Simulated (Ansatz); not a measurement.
# F3GdH2O (Gd(F)3(H2O)): the cost of one run

The runs use Ansatz 0.2.0; DFT PBE, plane waves, PAW, molecule in a box with 9 Å of vacuum.

3 further runs of the same task are left out: 2 for a known fault of the program, 1 set aside as unsound or not needed.

**1. The system as given**

7 atoms, charge 0, spin multiplicity 1.

Bond lengths: Gd1–F2 2.057 Å, Gd1–F3 2.054 Å, Gd1–F4 2.057 Å, Gd1–O5 2.448 Å, O5–H6 0.968 Å, O5–H7 0.968 Å. Angles: F2–Gd1–F3 115.5°, F2–Gd1–F4 118.3°, F2–Gd1–O5 100.5°, F3–Gd1–F4 115.5°, F3–Gd1–O5 102.3°, F4–Gd1–O5 100.5°, Gd1–O5–H6 126.9°, Gd1–O5–H7 126.9°, H6–O5–H7 106.2°.

As a file:

```xyz
7
charge 0, multiplicity 1
Gd    0.0855   -0.0810    0.0810
F     1.1091    1.3495    1.1474
F    -1.3095   -1.1467    1.1467
F     1.1091   -1.1474   -1.3495
O    -1.3158    1.3382   -1.3382
H    -1.6631    2.2152   -1.1204
H    -1.6631    1.1204   -2.2152
```

Formal oxidation states: Gd +3. Each metal's 7 4f electrons lie in its core potential, so multiplicities, spins and levels count the valence alone. In the runs below they are in the valence, and the state is a octet. An earlier session relaxed this geometry at r2SCAN, Gd lcecp-1-SVP with ECP53, F def2-SVP, O def2-SVP, H def2-SVP (singlet, point group Cs).

**2. Scalar-relativistic**

The input, input.yaml:

```yaml
crystal:
  lattice:
    - [11.77, 0.0, 0.0]
    - [0.0, 12.36, 0.0]
    - [0.0, 0.0, 12.36]
  atoms:
    - { symbol: Gd, position: [0.5308955, 0.45035518, 0.5498568], spin: 7.0 }
    - { symbol: F, position: [0.61786151, 0.56609223, 0.6361343] }
    - { symbol: F, position: [0.41237468, 0.36413835, 0.63607362] }
    - { symbol: F, position: [0.61786151, 0.36407767, 0.43411974] }
    - { symbol: O, position: [0.41184027, 0.5651788, 0.43503236] }
    - { symbol: H, position: [0.38232795, 0.6361343, 0.45265534] }
    - { symbol: H, position: [0.38232795, 0.54755663, 0.36407767] }
basis:
  ecutwfc: 420
  ecutrho_ratio: 4
kpoints:
  mp_grid: { grid: [1, 1, 1] }
hamiltonian:
  xc: pbe
scf:
  occupations: { method: gaussian, width: 0.01 }
output:
  forces: true
  eigenvalues: true
  populations: true
  hubbard: { sites: [{ species: Gd, l: f }] }
magnetization:
  spin_polarized: true
```

Started as:

```bash
$ ansatz run input.yaml --threads 2 --pin off --max-ram 5120MiB --backend cpu --events-out ev --progress --plain --runs-dir out
```

What time and memory should one allow on 2 threads of Intel Xeon Platinum 8259CL at 2.50GHz (Skylake/Cascade Lake), shared host?

About 20 s, with a peak of 1.4 GiB.
